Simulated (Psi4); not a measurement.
# Si2H2OF2 (SMILES F[Si]1(F)O[SiH2]1): a chain of runs

Wanted: a structure relaxation (BP86/def2-SVP), then vibrational wavenumbers of Si2H2OF2. 

The calculation is run with Psi4 1.11.

## (1) The system as given

Si2H2OF2 has 7 atoms, charge 0, and is taken as a singlet. As SMILES, `F[Si]1(F)O[SiH2]1`. The shape is that of a PBE0-D4/def2-TZVP optimisation. The run starts from this shape.

Bond lengths: F1–Si2 1.578 Å, Si2–F3 1.578 Å, Si2–O4 1.648 Å, Si2–Si5 2.174 Å, O4–Si5 1.718 Å, Si5–H6 1.482 Å, Si5–H7 1.482 Å. Some angles: F1–Si2–F3 105.1°, F1–Si2–O4 114.7°, F1–Si2–Si5 127.3°, F3–Si2–O4 114.7°, F3–Si2–Si5 127.3°, O4–Si2–Si5 51.2°, Si2–O4–Si5 80.4°, Si2–Si5–O4 48.4°, Si2–Si5–H6 124.7°, Si2–Si5–H7 124.7°.

## (2) A geometry optimisation at BP86/def2-SVP (density fitting) (run 1)

Contents of f2h2osi2.in:

```
memory 1600 MB

molecule m {
  0 1
  F      0.424200    -1.612100     1.693800
  Si     0.037900    -1.026000     0.280100
  F     -0.194200    -2.288000    -0.639100
  O      1.103500     0.077900    -0.322100
  Si    -0.304800     1.058600    -0.232800
  H     -0.202300     2.188800     0.720000
  H     -0.802800     1.532800    -1.545500
}

set {
  basis        def2-SVP
  geom_maxiter 60
}

e_tot = optimize("bp86")
```

The run is started by

```console
$ psi4 -i f2h2osi2.in -o f2h2osi2.out -n 1
```

f2h2osi2.out:

```text
[...]
  Running in c1 symmetry.
[...]
  Nuclear repulsion =  309.676526440965517
[...]
  Multiplicity = 1
[...]
  Nalpha       = 28
  Nbeta        = 28
[...]
    Number of basis functions: 88
[...]
   @DF-RKS iter   1:  -854.59569451086395    4.95221e-02   9.65860e-03 ADIIS/DIIS
[...]
   @DF-RKS iter   8:  -854.88266558881719   -2.16005e-12   1.87009e-09 DIIS
[...]
    Orbital Energies [Eh]
    ---------------------
    Doubly Occupied:
       1A    -65.558485     2A    -65.506854     3A    -24.299695
       4A    -24.299668     5A    -18.798224     6A     -5.159597
       7A     -5.117781     8A     -3.575580     9A     -3.574837
      10A     -3.573176    11A     -3.534677    12A     -3.531531
      13A     -3.530322    14A     -1.088525    15A     -1.069756
      16A     -0.903306    17A     -0.507970    18A     -0.498788
      19A     -0.442662    20A     -0.420056    21A     -0.407402
      22A     -0.380831    23A     -0.378187    24A     -0.372175
      25A     -0.360154    26A     -0.353562    27A     -0.292933
      28A     -0.241829
[...]
  @DF-RKS Final Energy:  -854.88266558881719
   => Energetics <=
    Nuclear Repulsion Energy =            302.5733274748354802
    One-Electron Energy =               -1787.9151617583524967
    Two-Electron Energy =                 702.6582718624968038
    DFT Exchange-Correlation Energy =     -72.1991031677969346
    Empirical Dispersion Energy =           0.0000000000000000
    VV10 Nonlocal Energy =                  0.0000000000000000
    Total Energy =                       -854.8826655888171899
[...]
 Multipole Moments:
 ------------------------------------------------------------------------------------
     Multipole            Electronic (a.u.)      Nuclear  (a.u.)        Total (a.u.)
 ------------------------------------------------------------------------------------
 L = 1.  Multiply by 2.5417464519 to convert [e a0] to [Debye]
 Dipole X            :          0.5866275           -1.1787001           -0.5920725
 Dipole Y            :         -6.5856535            7.3026442            0.7169907
 Dipole Z            :          1.7519609           -1.8027117           -0.0507508
 Magnitude           :                                                    0.9312364
[...]
  -Total Gradient:
     Atom            X                  Y                   Z
    ------   -----------------  -----------------  -----------------
       1        0.000007111911    -0.000156246847     0.000093311318
       2       -0.000233137583    -0.000370404748     0.000167395538
       3       -0.000015659632    -0.000181845763     0.000008121873
       4       -0.000094776636     0.000060436408     0.000007978072
       5        0.000364160045    -0.000351422761     0.000005961101
       6       -0.000006912963    -0.000153019801    -0.000000183342
       7        0.000014340624    -0.000129691771     0.000080197069
[...]
    Final optimized geometry and variables:
    Molecular point group: c1
    Full point group: C1
    Geometry (in Angstrom), charge = 0, multiplicity = 1:
    F            0.301368141120    -1.020529058519     1.599527096188
    SI          -0.082604440324    -0.417940879726     0.142937008524
    F           -0.334254112390    -1.715138066695    -0.798418989086
    O            1.024804894935     0.698902769641    -0.474094892588
    SI          -0.434722078200     1.695839036433    -0.375951179915
    H           -0.337199800007     2.834632978694     0.594683062619
    H           -0.946435564314     2.168967672046    -1.703652453988
    Psi4 run time: 0:00:18.74
[...]
```

Standard output:

```text
Optimizer: Optimization complete!
```

Run time: 20 s. Hardware: 1 thread of Intel Xeon 6975P-C (Granite Rapids), shared host; peak memory 0.59 GiB.

The path in brief:

| step | energy from the first frame kept (eV) | largest force (eV/Å) |
| --- | --- | --- |
| 0 | 0.0000 | 1.7758 |
| 1 | -0.1228 | 0.6238 |
| 2 | -0.1361 | 0.1041 |
| 3 | -0.1364 | 0.0475 |
| 4 | -0.1364 | 0.0260 |

After the run. Bond lengths: F1–Si2 1.622 Å, Si2–F3 1.622 Å, Si2–O4 1.690 Å, Si2–Si5 2.205 Å, O4–Si5 1.770 Å, Si5–H6 1.499 Å, Si5–H7 1.499 Å. Some angles: F1–Si2–F3 105.1°, F1–Si2–O4 114.7°, F1–Si2–Si5 127.2°, F3–Si2–O4 114.7°, F3–Si2–Si5 127.2°, O4–Si2–Si5 52.0°, Si2–O4–Si5 79.1°, Si2–Si5–O4 48.8°, Si2–Si5–H6 124.4°, Si2–Si5–H7 124.4°.

## (3) The harmonic vibrations at BP86/def2-SVP (density fitting) (run 2)

Contents of f2h2osi2.xyz:

```xyz
7
F2H2OSi2
F      0.422303    -1.629552     1.736869
Si     0.038330    -1.026963     0.280279
F     -0.213319    -2.324161    -0.661077
O      1.145740     0.089880    -0.336753
Si    -0.313787     1.086817    -0.238609
H     -0.216265     2.225611     0.732025
H     -0.825501     1.559945    -1.566310
```

Contents of job.py:

```python
import psi4

psi4.set_memory(1600000000)
psi4.set_num_threads(1)
psi4.core.set_output_file('psi4.out', False)

with open('f2h2osi2.xyz') as f:
    atoms = ''.join(f.readlines()[2:])
geom = psi4.geometry('0 1\n' + atoms + '')

psi4.set_options(dict(basis='def2-SVP', t=700.0, rotational_symmetry_number=1))

E = psi4.frequency("bp86", molecule=geom)
print('E =', round(E, 9))
for k in ('ZPVE', 'ENTHALPY', 'GIBBS FREE ENERGY'):
    print(f'{k}: {psi4.variable(k):.8f} Eh')
```

The run is started by

```console
$ python job.py
```

psi4.out, cut to the lines that bear on the results:

```text
[...]
  Running in c1 symmetry.
[...]
  Nuclear repulsion =  302.573289487679745
[...]
  Multiplicity = 1
[...]
  Nalpha       = 28
  Nbeta        = 28
[...]
    Number of basis functions: 88
[...]
   @DF-RKS iter   1:  -854.60871627033373   -1.15246e-01   9.48999e-03 DIIS/ADIIS
[...]
   @DF-RKS iter  13:  -854.88266441306882   -2.50111e-12   4.33095e-09 DIIS
[...]
  @DF-RKS Final Energy:  -854.88266441306882
   => Energetics <=
    Nuclear Repulsion Energy =            302.5614480902739274
    One-Electron Energy =               -1787.8909351405052348
    Two-Electron Energy =                 702.6452558358018905
    DFT Exchange-Correlation Energy =     -72.1984331986392931
    Empirical Dispersion Energy =           0.0000000000000000
    VV10 Nonlocal Energy =                  0.0000000000000000
    Total Energy =                       -854.8826644130688237
[...]
 Multipole Moments:
[...]
  -Total Gradient:
     Atom            X                  Y                   Z
    ------   -----------------  -----------------  -----------------
       1        0.000007299713    -0.000157654790     0.000092235741
       2       -0.000225225246    -0.000358466677     0.000178132946
       3       -0.000018229300    -0.000182140349     0.000008163473
       4       -0.000102493620     0.000054721585    -0.000002694350
       5        0.000502112745    -0.000728415720     0.000205903988
       6        0.000035288762     0.000107016527     0.000318139353
       7       -0.000163778850    -0.000017323996    -0.000437456267
[...]
  ==> Harmonic Vibrational Analysis <==
[...]
  Freq [cm^-1]                 134.4829            232.3253            258.7482
[...]
  IR activ [km/mol]             0.0771              9.0897             23.8423
[...]
  Freq [cm^-1]                 284.2663            434.5492            480.3716
[...]
  IR activ [km/mol]            10.2204              1.4715             15.4526
[...]
  Freq [cm^-1]                 575.0030            613.6778            709.4405
[...]
  IR activ [km/mol]            22.2564             22.9770             111.9366
[...]
  Freq [cm^-1]                 842.1861            919.2250            932.1314
[...]
  IR activ [km/mol]            128.9582            226.9983            107.1439
[...]
  Freq [cm^-1]                 983.1942           2168.9064           2190.0346
[...]
  IR activ [km/mol]            87.0418             68.2645             93.8515
[...]
```

The script printed:

```text
Warning: used thermodynamics relations inappropriate for low-frequency modes: ['134.4829' '232.3253' '258.7482' '284.2663' '434.5492' '480.3716'
 '575.0030' '613.6778']
E = -854.882665589
ZPVE: 0.02678793 Eh
ENTHALPY: -854.83091226 Eh
GIBBS FREE ENERGY: -854.94420769 Eh
```

It took 2.4 min on 1 thread of Intel Xeon 6975P-C (Granite Rapids), shared host; peak memory 0.57 GiB.

## (4) Outcome

```
                                                                    quantity              value
                               run 1, BP86/def2-SVP: total energy at the end      -854.88267 Eh
                                         run 1, BP86/def2-SVP: dipole moment             2.37 D
                                           run 1, BP86/def2-SVP: HOMO energy           -6.58 eV
                                           run 1, BP86/def2-SVP: LUMO energy           -2.46 eV
                                         run 1, BP86/def2-SVP: HOMO–LUMO gap            4.12 eV
                            run 2, BP86/def2-SVP: lowest harmonic wavenumber           134 cm⁻¹
                           run 2, BP86/def2-SVP: highest harmonic wavenumber          2190 cm⁻¹
                                     run 2, BP86/def2-SVP: zero-point energy        70.3 kJ/mol
run 2, BP86/def2-SVP: ideal-gas entropy at 700 K (symmetry number 1 as used)  101.6 cal/(mol K)
```

What this shows: The optimisation (run 1, BP86/def2-SVP) took 5 steps and changed the energy by -0.136 eV. All 15 modes (run 2, BP86/def2-SVP) are real, so the shape is a minimum at this level.
